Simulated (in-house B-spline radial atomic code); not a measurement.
# Ge²⁺: excited configurations in jj coupling

Wanted: excitation energies of Ge²⁺ as differences of total energies (ΔSCF).

The numbers are computed with in-house B-spline radial atomic code version 1 (Dirac-Hartree-Fock, average of configuration, Fermi nucleus, basis-set limit), except any that are marked as measured or tabulated.

## 1. What is computed

```
element       : germanium (Z = 32)
charge        : +2
electrons     : 30
configuration : 1s2 2s2 2p6 3s2 3p6 3d10 4s2
Hamiltonian   : Dirac-Coulomb
nucleus       : Fermi, rms radius 4.074 fm
```

The run's settings:

```ini
Z = 32
electrons = 30.0
configuration = 1s2 2s2 2p6 3s2 3p6 3d10 4s2
hamiltonian = dirac
method = hf
spin_polarised = False
nucleus = fermi
rms_radius = 4.0742
mass_number = 74
atomic_mass = 73.92117776
speed_of_light = 137.035999084
```

From the earlier run of the reference: total energy -2096.661105 hartree. Levels, eight at most:

```csv
orbital,occupation,energy (eV),<r> (bohr)
2p1/2,2,-1308.00,0.1812
2p3/2,4,-1275.77,0.1847
3s1/2,2,-221.61,0.6218
3p1/2,2,-164.77,0.6399
3p3/2,4,-160.22,0.6498
3d3/2,4,-63.898,0.7179
3d5/2,6,-63.241,0.7229
4s1/2,2,-32.457,2.000
```

## 2. 1s2 2s2 2p6 3s2 3p6 3d-3 3d+6 4s2 4d+1

In configurations, a minus sign after the shell means j = l − 1/2 and a plus sign j = l + 1/2; the count of electrons follows.

The run's settings:

```ini
Z = 32
electrons = 30.0
configuration = 1s2 2s2 2p6 3s2 3p6 3d-3 3d+6 4s2 4d+1
hamiltonian = dirac
method = hf
spin_polarised = False
nucleus = fermi
rms_radius = 4.0742
mass_number = 74
atomic_mass = 73.92117776
speed_of_light = 137.035999084
```

## 3. 1s2 2s2 2p6 3s2 3p-2 3p+3 3d10 4s2 6f-1

Settings: those of step 2 with these lines changed.

```diff
@@ -2,3 +2,3 @@
 electrons = 30.0
-configuration = 1s2 2s2 2p6 3s2 3p6 3d-3 3d+6 4s2 4d+1
+configuration = 1s2 2s2 2p6 3s2 3p-2 3p+3 3d10 4s2 6f-1
 hamiltonian = dirac
```

## 4. Run with 1s2 2s2 2p6 3s2 3p-2 3p+3 3d10 4s2 5g-1

Settings: those of step 3 with these lines changed.

```diff
@@ -2,3 +2,3 @@
 electrons = 30.0
-configuration = 1s2 2s2 2p6 3s2 3p-2 3p+3 3d10 4s2 6f-1
+configuration = 1s2 2s2 2p6 3s2 3p-2 3p+3 3d10 4s2 5g-1
 hamiltonian = dirac
```

## 5. 1s2 2s2 2p6 3s2 3p6 3d10 4s1 4p+1

Settings: those of step 4 with these lines changed.

```diff
@@ -2,3 +2,3 @@
 electrons = 30.0
-configuration = 1s2 2s2 2p6 3s2 3p-2 3p+3 3d10 4s2 5g-1
+configuration = 1s2 2s2 2p6 3s2 3p6 3d10 4s1 4p+1
 hamiltonian = dirac
```

## 6. 1s2 2s2 2p6 3s2 3p6 3d-4 3d+5 4s2 5s1

Settings: those of step 5 with these lines changed.

```diff
@@ -2,3 +2,3 @@
 electrons = 30.0
-configuration = 1s2 2s2 2p6 3s2 3p6 3d10 4s1 4p+1
+configuration = 1s2 2s2 2p6 3s2 3p6 3d-4 3d+5 4s2 5s1
 hamiltonian = dirac
```

## 7. Run with 1s2 2s2 2p6 3s2 3p-1 3p+4 3d10 4s2 7g+1

Settings: those of step 6 with these lines changed.

```diff
@@ -2,3 +2,3 @@
 electrons = 30.0
-configuration = 1s2 2s2 2p6 3s2 3p6 3d-4 3d+5 4s2 5s1
+configuration = 1s2 2s2 2p6 3s2 3p-1 3p+4 3d10 4s2 7g+1
 hamiltonian = dirac
```

## 8. Configuration 1s2 2s2 2p6 3s2 3p-1 3p+4 3d10 4s2 6p+1

Settings: those of step 7 with these lines changed.

```diff
@@ -2,3 +2,3 @@
 electrons = 30.0
-configuration = 1s2 2s2 2p6 3s2 3p-1 3p+4 3d10 4s2 7g+1
+configuration = 1s2 2s2 2p6 3s2 3p-1 3p+4 3d10 4s2 6p+1
 hamiltonian = dirac
```

**Question.** How far above the reference does each configuration lie (order and size, in eV)?

As calculated:

| net move | configuration | energy above the reference (eV) | with Breit, QED, recoil (eV) | largest <r> (bohr) |
| --- | --- | --- | --- | --- |
| 4s → 4p3/2 | 1s2 2s2 2p6 3s2 3p6 3d10 4s1 4p+1 | 7.865 | 7.851 | 2.37 |
| 3d5/2 → 5s | 1s2 2s2 2p6 3s2 3p6 3d-4 3d+5 4s2 5s1 | 43.658 | 43.695 | 4.38 |
| 3d3/2 → 4d5/2 | 1s2 2s2 2p6 3s2 3p6 3d-3 3d+6 4s2 4d+1 | 44.829 | 44.828 | 3.47 |
| 3p3/2 → 5g7/2 | 1s2 2s2 2p6 3s2 3p-2 3p+3 3d10 4s2 5g-1 | 149.66 | 149.56 | 9.16 |
| 3p3/2 → 6f5/2 | 1s2 2s2 2p6 3s2 3p-2 3p+3 3d10 4s2 6f-1 | 151.12 | 151.02 | 15.7 |
| 3p1/2 → 6p3/2 | 1s2 2s2 2p6 3s2 3p-1 3p+4 3d10 4s2 6p+1 | 152.27 | 152.09 | 8.97 |
| 3p1/2 → 7g9/2 | 1s2 2s2 2p6 3s2 3p-1 3p+4 3d10 4s2 7g+1 | 156.43 | 156.24 | 21.1 |

The energies run from 7.865 eV (4s → 4p3/2) to 156.43 eV (3p1/2 → 7g9/2). Koopmans' estimate of the ionisation threshold is 32.457 eV; 6 configurations exceed it by over 2 % and could autoionise. These are averages over configurations, without correlation, not spectroscopic levels.
